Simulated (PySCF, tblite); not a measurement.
# C4H9SeSi radical: geometry, infrared bands and EPR parameters

What infrared bands and EPR parameters should C4H9SeSi radical (`C[C@H]1C[SiH]C[Se]1`) show?

Computed with tblite 0.8.0 and PySCF 2.14.0, with density-fitted response routines of our own, on a single molecule in the gas phase. Atoms count from 0, in the outputs and in this text.

## (1) The starting structure

15 atoms, charge 0, multiplicity 2; geometry from: force field or distance geometry start.

Bonds of the start (Å): C0–C1 1.54, C1–C2 1.52, C2–Si3 1.88, Si3–C4 1.85, C4–Se5 1.94, Se5–C1 1.96, C0–H6 1.11, C0–H7 1.11, C0–H8 1.11, C1–H9 1.10, C2–H10 1.11, C2–H11 1.11, Si3–H12 1.45, C4–H13 1.10, C4–H14 1.12.

## (2) Relaxing the molecule with GFN2-xTB

What the job is given:

```
{"job": {"kind": "relax", "xc": "GFN2-xTB", "basis": "xTB"}, "charge": 0, "multiplicity": 2}
C      2.015500    -0.395800     0.678900
C      0.711700     0.068800    -0.005800
C     -0.256000    -1.098300    -0.157300
Si    -1.907100    -0.356200    -0.646600
C     -1.758400     1.376700    -0.002100
Se    -0.138000     1.476400     1.058800
H      2.711400     0.465000     0.759400
H      1.802700    -0.779500     1.702300
H      2.496500    -1.193800     0.078500
H      0.961900     0.479400    -0.992800
H     -0.396000    -1.637500     0.799700
H      0.078200    -1.805400    -0.941400
H     -2.011800    -0.315900    -2.094100
H     -2.635500     1.639300     0.606800
H     -1.679600     2.084700    -0.866400
```

Started as:

```sh
> OMP_NUM_THREADS=1 python probes_run.py task.json out
```

One launch serves the whole session: the jobs run in the order shown.

The program printed:

```text
step      E/eV     max force
  0    -489.13124    1.554
  1    -489.22925    0.698
  2    -489.26862    0.446
  3    -489.28438    0.382
  4    -489.30432    0.406
  5    -489.31581    0.314
  6    -489.32254    0.172
  7    -489.32475    0.122
  8    -489.32600    0.118
  9    -489.32719    0.109
 10    -489.32801    0.090
 11    -489.32843    0.056
 12    -489.32872    0.040
 13    -489.32901    0.045
 14    -489.32925    0.041
 15    -489.32938    0.029
 16    -489.32947    0.023
 17    -489.32957    0.031
 18    -489.32968    0.026
 19    -489.32978    0.030
 20    -489.32986    0.026
 21    -489.32993    0.021
 22    -489.33000    0.027
 23    -489.33007    0.028
 24    -489.33012    0.022
 25    -489.33018    0.020
 26    -489.33022    0.020
 27    -489.33026    0.017
 28    -489.33030    0.021
 29    -489.33035    0.025
 30    -489.33044    0.035
 31    -489.33054    0.033
 32    -489.33063    0.024
 33    -489.33070    0.027
 34    -489.33077    0.028
 35    -489.33086    0.032
 36    -489.33096    0.025
 37    -489.33104    0.020
 38    -489.33110    0.019
 39    -489.33118    0.034
 40    -489.33127    0.038
 41    -489.33135    0.023
 42    -489.33140    0.015
 43    -489.33143    0.014
 44    -489.33147    0.020
 45    -489.33153    0.023
 46    -489.33159    0.017
 47    -489.33164    0.016
 48    -489.33168    0.018
 49    -489.33173    0.025
 50    -489.33179    0.026
 51    -489.33187    0.025
 52    -489.33195    0.019
 53    -489.33201    0.025
 54    -489.33207    0.026
 55    -489.33211    0.018
 56    -489.33215    0.016
 57    -489.33219    0.015
 58    -489.33224    0.024
 59    -489.33232    0.029
 60    -489.33243    0.029
 61    -489.33256    0.028
 62    -489.33270    0.034
 63    -489.33287    0.035
 64    -489.33306    0.037
 65    -489.33323    0.028
 66    -489.33337    0.034
 67    -489.33347    0.028
 68    -489.33348    0.043
 69    -489.33362    0.022
 70    -489.33368    0.020
 71    -489.33376    0.017
 72    -489.33379    0.016
 73    -489.33383    0.016
 74    -489.33386    0.015
 75    -489.33390    0.017
 76    -489.33395    0.023
 77    -489.33400    0.024
 78    -489.33404    0.016
 79    -489.33407    0.016
 80    -489.33410    0.016
 81    -489.33412    0.014
 82    -489.33414    0.011
 83    -489.33416    0.009
```

It took 0.52 s on 1 thread of Arm Neoverse V1, shared host.

Step by step: (not every step is listed)

```tsv
step	energy from step 0 (eV)	largest force (eV/Å)
0	0.0000	1.5537
1	-0.0980	0.6982
2	-0.1374	0.4463
3	-0.1531	0.3821
4	-0.1731	0.4061
5	-0.1846	0.3137
6	-0.1913	0.1723
7	-0.1935	0.1222
8	-0.1948	0.1179
15	-0.1981	0.0294
22	-0.1988	0.0273
29	-0.1991	0.0254
36	-0.1997	0.0246
43	-0.2002	0.0143
50	-0.2006	0.0260
57	-0.2010	0.0152
64	-0.2018	0.0366
71	-0.2025	0.0166
78	-0.2028	0.0163
79	-0.2028	0.0162
80	-0.2029	0.0164
81	-0.2029	0.0142
82	-0.2029	0.0107
83	-0.2029	0.0092
```

Close pairs (by a distance rule), those that changed most:

```tsv
bond	before (Å)	after (Å)	change (Å)
Si3–C4	1.855	1.912	+0.057
C1–Se5	1.959	2.006	+0.048
C4–Se5	1.939	1.974	+0.035
C2–Si3	1.875	1.905	+0.030
C4–H14	1.120	1.090	-0.030
C0–C1	1.544	1.518	-0.027
C0–H7	1.113	1.089	-0.024
C0–H6	1.110	1.089	-0.020
```

The final coordinates are the input of the step that follows.

## (3) Infrared spectrum with GFN2-xTB

What the job is given:

```
{"job": {"kind": "ir", "xc": "GFN2-xTB", "basis": "xTB"}, "charge": 0, "multiplicity": 2}
C      2.020326    -0.405316     0.672816
C      0.750814    -0.005312    -0.056312
C     -0.281799    -1.119364    -0.131522
Si    -1.876847    -0.330334    -0.812158
C     -1.844914     1.391999     0.017838
Se    -0.073763     1.571262     0.870982
H      2.709857     0.436084     0.731927
H      1.789763    -0.734792     1.684884
H      2.513784    -1.220345     0.144978
H      0.997059     0.348381    -1.064643
H     -0.428947    -1.539442     0.865519
H      0.090022    -1.921621    -0.770344
H     -1.820211    -0.190261    -2.275394
H     -2.581978     1.530567     0.806845
H     -1.967581     2.196483    -0.707330
```

The program printed:

```text
mode    cm-1     km/mol
  1      25.3      2.44
  2     127.8      0.04
  3     213.9      0.32
  4     220.0      1.07
  5     264.7      2.05
  6     333.1      2.22
  7     381.1      5.20
  8     502.6      8.66
  9     516.5     20.10
 10     535.8     18.46
 11     592.5     56.44
 12     697.0     41.63
 13     710.7     32.89
 14     767.6     44.43
 15     790.8     62.04
 16     922.2      1.99
 17     988.6      2.80
 18     997.6      9.38
 19    1058.0      7.49
 20    1080.5      9.74
 21    1092.9      7.18
 22    1125.7      5.68
 23    1207.8     46.75
 24    1232.8      9.54
 25    1310.9      2.56
 26    1407.0      5.44
 27    1427.1      2.58
 28    1461.7      1.76
 29    1486.8      2.52
 30    1488.5      3.92
 31    2187.3    325.47
 32    2893.0     34.54
 33    2958.8     13.67
 34    2966.5     33.45
 35    2978.9     10.39
 36    2986.1     10.60
 37    3008.5     37.84
 38    3012.5     25.83
 39    3020.3     12.63
```

It took 0.49 s on 1 thread of Arm Neoverse V1, shared host.

The strongest bands and the atoms that carry them (share of the mass-weighted mode):

```tsv
cm⁻¹	km/mol	atoms
592	56.4	H12 64 %, C4 17 %
697	41.6	C4 38 %, H14 22 %, Si3 19 %
768	44.4	C2 43 %, Si3 27 %, H10 10 %
791	62.0	H11 32 %, C2 27 %, H10 20 %
1208	46.8	H11 32 %, H9 26 %, C2 15 %, C1 13 %
2187	325.5	H12 97 %
2893	34.5	H9 93 %
3008	37.8	H8 59 %, H6 31 %
```

## (4) g tensor and hyperfine couplings: B3LYP/def2-TZVP-core+pcH-1

Settings changed since step 3:

```diff
@@ -1,2 +1,2 @@
-{"job": {"kind": "ir", "xc": "GFN2-xTB", "basis": "xTB"}, "charge": 0, "multiplicity": 2}
+{"job": {"kind": "epr", "basis": "pcH-1"}, "charge": 0, "multiplicity": 2}
 C      2.020326    -0.405316     0.672816
```

With the program's defaults for keys left out, this is: UKS B3LYP, def2-TZVP-core on Se, pcH-1 on C H Si, non-relativistic, mean-field spin-orbit, GIAO.

The program printed:

```text
UKS, coarse grid
  cycle   1  E = -2848.84789171  |g| = 1.48e+00
  cycle   2  E = -2848.81537178  |g| = 6.75e-01
  cycle   3  E = -2848.85874051  |g| = 4.28e-01
  cycle   4  E = -2848.92720323  |g| = 9.29e-02
  cycle   5  E = -2848.93165470  |g| = 1.90e-02
  cycle   6  E = -2848.93181252  |g| = 6.42e-03
  cycle   7  E = -2848.93183033  |g| = 2.01e-03
  cycle   8  E = -2848.93182773  |g| = 5.65e-04
UKS, final grid
  cycle   1  E = -2848.93187212  |g| = 8.66e-04
  cycle   2  E = -2848.93187127  |g| = 1.52e-03
  cycle   3  E = -2848.93187252  |g| = 9.09e-05
  cycle   4  E = -2848.93187253  |g| = 2.18e-05
E = -2848.93187253 Eh   <S^2> = 0.7515 (exact 0.7500)
g shifts (ppm)      1          2          3
  rmc          -142       -142       -142
  gc             81          8         78
  oz_so       -7759        203       9598
  total       -7817         69       9537
hyperfine (MHz)  atom isotope    a_iso     a_fc   dipolar eigenvalues
    0   13C       5.45       5.46     -1.19     -1.09      2.27
    1   13C      34.75      34.99     -1.89     -1.76      3.65
    2   13C      31.38      31.42     -4.61     -3.74      8.34
    3  29Si    -472.43    -473.61   -169.33     83.93     85.40
    4   13C      29.47      29.35     -4.54     -2.70      7.24
    5  77Se      -9.26     -10.03    -20.35    -16.71     37.06
    6    1H       4.30       4.29     -1.03     -0.17      1.20
    7    1H      -0.72      -0.71     -1.07     -0.44      1.50
    8    1H      -0.40      -0.41     -1.14     -0.56      1.70
    9    1H      -0.24      -0.22     -2.64     -1.12      3.76
   10    1H       9.41       9.43     -4.48     -2.89      7.38
   11    1H       0.70       0.69     -3.65     -1.65      5.30
   12    1H      67.50      67.50     -9.16      1.15      8.01
   13    1H      20.65      20.64     -4.34     -3.14      7.49
   14    1H      14.05      14.04     -3.10     -1.22      4.32
```

Run time: 3.2 min. Hardware: 1 thread of Arm Neoverse V1, shared host; peak memory 1.3 GiB.

Principal g values 1.99450, 2.00239, 2.01186; g(iso) = 2.00292, against 2.00232 for a free electron.

Hyperfine couplings; where a row names several nuclei, a(iso) is their mean (it holds for fast rotation or exchange) and the dipolar term the largest among them:

```tsv
nuclei	isotope	a(iso) (MHz)	a(iso) (G, at g = 2.0023)	largest dipolar term (MHz)
Si3	29Si	-472.4	-168.6	-169.3
H12	1H	67.5	24.1	-9.2
C1	13C	34.8	12.4	3.7
C2	13C	31.4	11.2	8.3
C4	13C	29.5	10.5	7.2
H13	1H	20.7	7.4	7.5
H14	1H	14.0	5.0	4.3
H10	1H	9.4	3.4	7.4
Se5	77Se	-9.3	-3.3	37.1
C0	13C	5.5	1.9	2.3
H6, H7, H8	1H	1.1	0.4	1.7
H11	1H	0.7	0.3	5.3
H9	1H	-0.2	-0.1	3.8
```

Mulliken spin populations:

C0 0.01; C1 0.01; C2 0.00; Si3 0.93; C4 -0.01; Se5 0.03; H6 0.00; H7 0.00; H8 0.00; H9 0.00; H10 0.00; H11 0.00; H12 0.02; H13 0.00; H14 0.01

In first order the couplings over 0.8 MHz of 1H give 64 distinct lines over 41.0 G, if the averaged nuclei exchange fast; the same motion can average rows kept apart here too.

The fields below are evaluated on a grid from the run's orbitals.

ELF in a plane through or near 6 of the atoms.

Ten even steps from '0' (0.00) to '9' (1.00):
```
0000000000000000000000000000
0000000000000000000000000000
0000000000002455310000000000
0000000000015787631000000000
0000000100026777752000000000
0000024640015322353110000000
0000047883014265266554300000
0000036885326512387477510000
0000023524767874574456510000
0000146574952651178664200000
0001799985656862246773100000
0001899971158767413032100000
0000699930046568347233210000
0000044100499866401265410000
0000000004999961235765310000
0000000003899830023443200000
0000000000377300001111000000
0000000000000000000000000000
0000000000000000000000000000
0000000000000000000000000000
```
The map spans 10.7 Å across and 9.1 Å up, centred on the molecule. Atoms in the plane (x, y in Å): C0 (-2.1, 0.4), C1 (-0.7, 0.1), C4 (2.2, 0.8), Se5 (0.5, 1.7), H8 (-2.7, -0.4), H11 (-0.6, -2.0).

On the surface of density 0.002 e/bohr³ the electrostatic potential runs, from the 1st to the 99th percentile, from -0.98 V near Se5 to 0.81 V near H11.

The spin density lies nearest to Si3 70 %; H12 11 %.

## (5) What came out

| quantity | value |
| --- | --- |
| strongest single infrared mode (GFN2-xTB) | 2187 cm⁻¹, 325 km/mol |
| zero-point energy (GFN2-xTB) | 72.9 kcal/mol |
| g(iso) (B3LYP) | 2.00292 |
| ⟨S²⟩ | 0.751 (exact 0.75) |
| largest a(iso) (averaged by class) | 29Si on Si3, -472.4 MHz |
| potential on the surface of density 0.002 e/bohr³, 1st and 99th percentile | -0.98 V and 0.81 V |

In words: Relaxing lowered the energy by 0.203 eV in 83 steps; the close pair that moved most is Si3–C4, from 1.855 to 1.912 Å. All 39 modes are real, so the xTB geometry is a minimum. The strongest single mode, at 2187 cm⁻¹, moves mainly H12. GFN2-xTB is a fitted tight-binding method: band positions and strengths are rough. Its intensities can rank the bands wrongly. Si3 carries the largest spin population, 0.93 e. The isotropic g lies 0.6 ppt above the free-electron value. The hyperfine terms hold no scalar relativity, which the heavier nuclei need. The conformer search found further structures of the same energy, which may be mirror or relabelled copies of this one.
